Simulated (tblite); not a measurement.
# C6H7FO2Si: the cost of one run

Programs: tblite 0.8.0 and PySCF 2.14.0, with density-fitted response routines of our own. Each step states its level of theory. These are calculated values for one molecule in the gas phase, unless marked as measured. Atoms count from 0, in the outputs and in this text.

## Step 1: Starting geometry

17 atoms, charge 0, multiplicity 1; geometry from: force field or distance geometry start.

Bonds of the start (Å): O0–C1 1.26, C1–O2 1.41, C1–C3 1.43, C3–C4 1.22, C4–C5 1.46, C5–Si6 1.85, Si6–C7 1.85, C7–C8 1.51, C8–F9 1.37, C8–Si6 1.88, O2–H10 1.01, C5–H11 1.12, C5–H12 1.12, Si6–H13 1.46, C7–H14 1.11, C7–H15 1.12, C8–H16 1.10.

## Step 2: Optimising the geometry with GFN2-xTB

The job: settings as JSON, then the geometry in Å.

```
{"job": {"kind": "relax", "xc": "GFN2-xTB", "basis": "xTB"}, "charge": 0, "multiplicity": 1}
O      4.371500     0.192100    -1.700600
C      3.725700     0.027500    -0.634500
O      4.497600    -0.012200     0.548400
C      2.306100    -0.122600    -0.636300
C      1.099200    -0.269000    -0.642600
C     -0.343700    -0.448100    -0.697600
Si    -1.135700     0.877100     0.316000
C     -2.603800     0.504600     1.385700
C     -2.987000     0.976500     0.005600
F     -3.552200     0.006300    -0.777500
H      5.505800     0.101400     0.523400
H     -0.749200    -0.406600    -1.738300
H     -0.588400    -1.478600    -0.326300
H     -0.409400     2.092000     0.686500
H     -2.887100     1.203800     2.202000
H     -2.852400    -0.565800     1.585400
H     -3.404000     1.983000    -0.109400
```

On the command line:

```bash
> OMP_NUM_THREADS=1 python probes_run.py task.json out
```

One launch serves the whole session: the jobs run in the order shown.

**Question.** How long does this first job take on 1 thread of Arm Neoverse N1, shared host?

About 3 s.
